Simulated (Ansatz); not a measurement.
**PBE0/STO-3G run of GeH3F (GeFH3)**

What is the electronic atomisation energy of GeH3F (GeFH3) at PBE0/STO-3G? 

The calculation is run with Ansatz 0.2.0.

57 further runs of the same task are left out: 8 that didn't finish, 49 set aside as unsound or not needed.

**1. Starting point**

GeH3F: 5 atoms, total charge 0, spin state singlet. SMILES: `[H][Ge]([H])([H])[F]`. Geometry: a GFN2-xTB relaxation, a rough one for these elements and not checked as a minimum.

Bond lengths: Ge1–F2 1.735 Å, Ge1–H3 1.493 Å, Ge1–H4 1.492 Å, Ge1–H5 1.493 Å. Angles: F2–Ge1–H3 103.4°, F2–Ge1–H4 103.3°, F2–Ge1–H5 103.4°, H3–Ge1–H4 114.7°, H3–Ge1–H5 114.9°, H4–Ge1–H5 114.9°.

**2. The energy at PBE0/STO-3G**

job.yaml

```yaml
crystal:
  periodic: [false, false, false]
  atoms:
    - {symbol: Ge, position_ang: [-0.001260, 0.000720, -0.139740]}
    - {symbol: F, position_ang: [0.010260, -0.018210, 1.594920]}
    - {symbol: H, position_ang: [1.448570, 0.011740, -0.494610]}
    - {symbol: H, position_ang: [-0.731820, 1.260740, -0.465520]}
    - {symbol: H, position_ang: [-0.725750, -1.254990, -0.495050]}
basis:
  gaussian:
    orbitals: STO-3G
hamiltonian:
  xc: pbe0
accuracy: high
```

Launch:

```sh
$ ansatz run job.yaml --threads 1 --pin off --max-ram 2610MiB --events-out events.jsonl --progress --plain --runs-dir runs
```

What it wrote:

```text
Warning: RAYON_NUM_THREADS=1 ignored (pool sized by the plan → 1); use --threads N
Functional definition: PBE0
  name "PBE0"
  parameter a = 0.25
  parameter kappa = 0.804
  parameter beta = 0.06672455060314922
  exchange = (1 - a)*pbe_x(kappa = kappa, mu = beta*pi^2/3) + a*exact_x
  correlation = pbe_c(beta = beta)
388 factors; integrals over basis functions are off by at most 4.4e-9 eV
mean field evaluation 1: about -58582.7699 eV, gradient 2.3e1 eV
mean field evaluation 2: about -58583.0317 eV, gradient 2.2e1 eV
mean field evaluation 4: about -58584.6548 eV, gradient 3.9e-1 eV
mean field evaluation 8: about -58584.6392 eV, gradient 8.0e-4 eV
mean field evaluation 16: about -58584.6392 eV, gradient 1.5e-8 eV
mean field -58584.63916340 eV, -2152.9457791601 hartree, gradient 1.5e-8 eV, S^2 0.000000; 0 other end points of the search recorded, 0 dependent functions left out
reference -58584.63916457 eV, -2152.9457792033 hartree; 22, 22 occupied and 4, 4 virtual orbitals, 388 factors
Total energy: -58584.63916457 eV, -2152.9457792033 hartree
```

Run time: 1.3 s. Hardware: 1 thread of Arm Neoverse V1, shared host; peak memory 0.093 GiB.

**3. The F atom at the same level**

in.yaml

```yaml
crystal:
  periodic: [false, false, false]
  atoms:
    - {symbol: F, position_ang: [0.000000, 0.000000, 0.000000]}
basis:
  gaussian: {orbitals: STO-3G}
magnetization: {spin_polarized: true, initial_magnetization: 1}
hamiltonian: {xc: pbe0}
accuracy: high
```

Run the same way, it converges to -98.20282 Eh (log not shown).

**4. The Ge atom**

run.yaml

```yaml
crystal:
  periodic: [false, false, false]
  atoms:
    - {symbol: Ge, position_ang: [0.000000, 0.000000, 0.000000]}
basis:
  gaussian: {orbitals: STO-3G}
magnetization: {spin_polarized: true, initial_magnetization: 2}
hamiltonian: {xc: {name: PBE0}}
accuracy: high
```

Run the same way, it converges to -2052.65026 Eh (log not shown).

**5. The H atom, same level**

input.yaml

```yaml
crystal:
  periodic: [false, false, false]
  atoms:
    - symbol: H
      position_ang: [0.000000, 0.000000, 0.000000]
basis:
  gaussian:
    orbitals: STO-3G
magnetization:
  spin_polarized: true
  initial_magnetization: 1
hamiltonian:
  xc: pbe0
accuracy: high
```

Launch:

```sh
$ ansatz run input.yaml --threads 1 --pin off --max-ram 2610MiB --events-out events.jsonl --progress --plain --runs-dir runs
```

What it wrote, cut to the lines that bear on the results:

```text
Warning: RAYON_NUM_THREADS=1 ignored (pool sized by the plan → 1); use --threads N
[... 7 set-up lines as earlier in the session ...]
1 factors; integrals over basis functions are off by at most 4.6e-10 eV
mean field evaluation 1: about -12.6944 eV, gradient 0.0e0 eV
mean field evaluation 2: about -12.6944 eV, gradient 0.0e0 eV
mean field -12.69435959 eV, -0.4665091103 hartree, gradient 0.0e0 eV, S^2 0.750000; 0 other end points of the search recorded, 0 dependent functions left out
reference -12.69436041 eV, -0.4665091406 hartree; 1, 0 occupied and 0, 1 virtual orbitals, 1 factors
Total energy: -12.69436041 eV, -0.4665091406 hartree
```

Run time: 0.08 s. Hardware: 1 thread of Arm Neoverse V1, shared host.

**6. Outcome**

At PBE0/STO-3G:

| quantity | value |
| --- | --- |
| molecule: total energy | -2152.94578 Eh |
| F atom: total energy | -98.20282 Eh |
| F atom: ⟨S²⟩ | 0.750 |
| Ge atom: total energy | -2052.65026 Eh |
| Ge atom: ⟨S²⟩ | 2.188 |
| H atom: total energy | -0.46651 Eh |
| H atom: ⟨S²⟩ | 0.750 |
| electronic atomisation energy | 18.862 eV |

Taking the molecule apart into free atoms costs 18.86 eV (435 kcal/mol), before zero-point energy and without spin-orbit coupling. In a minimal basis such a difference can be off by several eV, whatever the method. ⟨S²⟩ (Ge atom) is 2.19 where a pure triplet has 2.00: the reference is spin-contaminated.
